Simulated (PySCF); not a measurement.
# C2H8N2OSi: the cost of one run

The runs use PySCF 2.14.0, with density-fitted response routines of our own; the level of theory stands in each step. All values are computed, except where a source is named. Atoms count from 0, in the outputs and in this text.

## 1. The molecule as given

14 atoms, charge 0, multiplicity 1; geometry from: GFN2-xTB. The atoms were then displaced at random by about 0.01 Å, so the start is not that level's minimum.

Bonds of the start (Å): C0–N1 1.44, N1–Si2 1.72, Si2–C3 1.95, C3–N4 1.33, C3–O5 1.21, C0–H6 1.07, C0–H7 1.10, C0–H8 1.12, N1–H9 1.00, Si2–H10 1.46, Si2–H11 1.44, N4–H12 0.99, N4–H13 1.01.

## 2. Relaxing the molecule at PBE0-D3(BJ)/def2-SVP

The job: settings as JSON, then the geometry in Å.

```
{"job": {"xc": "PBE0", "basis": "def2-SVP", "d3": "d3bj", "grid": 1, "shake": 0.01, "kind": "geom"}, "charge": 0, "multiplicity": 1}
C     -1.389630     1.083790     0.493510
N     -0.610880     0.783530    -0.674260
Si     0.000430    -0.791100    -1.002760
C      1.079100    -1.246140     0.560790
N      1.684860    -0.235110     1.168820
O      1.133050    -2.386390     0.971190
H     -1.050620     0.519980     1.335930
H     -2.456950     0.897230     0.334210
H     -1.309970     2.175410     0.749910
H     -0.904710     1.326590    -1.461630
H      0.891780    -0.577180    -2.136080
H     -0.927200    -1.875460    -1.223120
H      2.244970    -0.400810     1.971190
H      1.608620     0.710580     0.829850
```

Launch:

```
$ OMP_NUM_THREADS=1 python probes_run.py task.json out
```

The driver reads the jobs from task.json and runs them one after another.

Q: Estimate the wall time and peak memory of this first job on 1 thread of Arm Neoverse V2, shared host.

About 84 s, with a peak of 0.49 GiB.
